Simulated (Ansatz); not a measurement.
# C2H4F2Ge: up Jacob's ladder to CCSD(T)

The task here is to estimate one member of a computed series from the others.

Computed with Ansatz 0.2.0, Gaussian basis. Level: functionals in def2-TZVPP, the program's frozen cores in correlated methods.

Plan: PBE-D4, r2SCAN-D4, PBE0-D4, B3LYP-D4, ωB97X-V, ωB97M-V, B2PLYP; CCSD(T)/def2-TZVPP; MP2/def2-QZVPP; extrapolation to the limit.

## The geometry

The geometry comes from an earlier relaxation with PBE0-D4 in a triple-zeta def2 set; it is a stationary point, not always the lowest conformer.

SMILES `F[C@H]1[CH2][Ge@@H]1[F]`, 9 atoms, charge 0, spin multiplicity 1.

Atoms are counted from 1 here; the program's logs count them from 0.

Bond lengths: F1–C2 1.365 Å, C2–C3 1.530 Å, C2–Ge4 1.934 Å, C2–H6 1.089 Å, C3–Ge4 1.935 Å, C3–H7 1.088 Å, C3–H8 1.085 Å, Ge4–F5 1.736 Å, Ge4–H9 1.519 Å. Angles: F1–C2–C3 116.7°, F1–C2–Ge4 125.7°, F1–C2–H6 111.0°, C3–C2–Ge4 66.7°, C3–C2–H6 114.7°, Ge4–C2–H6 115.1°, C2–C3–Ge4 66.7°, C2–C3–H7 113.3°, C2–C3–H8 118.2°, Ge4–C3–H7 111.1°, Ge4–C3–H8 126.5°, H7–C3–H8 113.1°, C2–Ge4–C3 46.6°, C2–Ge4–F5 115.0°, C2–Ge4–H9 130.2°, C3–Ge4–F5 117.6°, C3–Ge4–H9 124.1°, F5–Ge4–H9 110.0°.

As a file:

```tsv
atom	x (Å)	y (Å)	z (Å)
F1	-1.54140	-1.39357	0.42754
C2	-0.93756	-0.20628	0.12965
C3	0.32601	0.13953	0.92063
Ge4	0.62684	0.01416	-0.98671
F5	0.68054	1.49575	-1.89070
H6	-1.66873	0.59755	0.06499
H7	0.75574	-0.71390	1.44178
H8	0.32685	1.04658	1.51658
H9	1.52011	-1.02611	-1.64086
```

The first run:

in.yaml

```yaml
crystal:
  periodic: [false, false, false]
  atoms:
    - {symbol: F, position_ang: [-1.541397, -1.393572, 0.427543]}
    - {symbol: C, position_ang: [-0.937563, -0.206282, 0.129647]}
    - {symbol: C, position_ang: [0.326013, 0.139534, 0.920635]}
    - {symbol: Ge, position_ang: [0.626839, 0.014160, -0.986712]}
    - {symbol: F, position_ang: [0.680535, 1.495754, -1.890704]}
    - {symbol: H, position_ang: [-1.668725, 0.597546, 0.064990]}
    - {symbol: H, position_ang: [0.755742, -0.713903, 1.441781]}
    - {symbol: H, position_ang: [0.326851, 1.046577, 1.516579]}
    - {symbol: H, position_ang: [1.520107, -1.026114, -1.640861]}
basis:
  gaussian: {orbitals: def2-TZVPP}
hamiltonian: {xc: pbe, dispersion: d4}
output: {forces: true, orbitals: {seedname: orbitals}}
```

Command:

```sh
$ ansatz run in.yaml --threads 4 --pin off --events-out ev --progress --plain --max-ram 10444MiB
```

Among the steps run: PBE-D4 (GGA); r2SCAN-D4 (meta-GGA); PBE0-D4 (hybrid); B3LYP-D4 (hybrid); ωB97X-V (range-separated); ωB97M-V (range-separated); B2PLYP (double hybrid); CCSD(T) in def2-TZVPP; MP2 in def2-QZVPP.

One of the session's tables, all rows but one given; the rest of the session is left out.

| method | atomisation energy (kcal/mol) |
| --- | --- |
| PBE-D4 | 794.9 |
| r2SCAN-D4 | 776.7 |
| PBE0-D4 | 773.9 |
| B3LYP-D4 | 766.4 |
| ωB97X-V | 775.5 |
| ωB97M-V | 771.1 |
| B2PLYP | 762.3 |
| HF/def2-TZVPP | 538.7 |
| MP2/def2-TZVPP | 774.1 |
| CCSD/def2-TZVPP | 739.6 |
| CCSD(T)/def2-TZVPP | ? |
| MP2/CBS | 793.7 |
| CCSD(T)/CBS | 773.8 |

Estimate the missing values for CCSD(T)/def2-TZVPP.

The run gave: atomisation energy (kcal/mol): 754.2. In the column «atomisation energy (kcal/mol)» it lies between CCSD/def2-TZVPP (739.6) and B2PLYP (762.3).

Caveats from the session: Free atoms (2 F, 2 C, 1 Ge, 4 H) were run apart at each level; the atomisation energy is their sum less the molecule, without zero-point or spin-orbit terms.
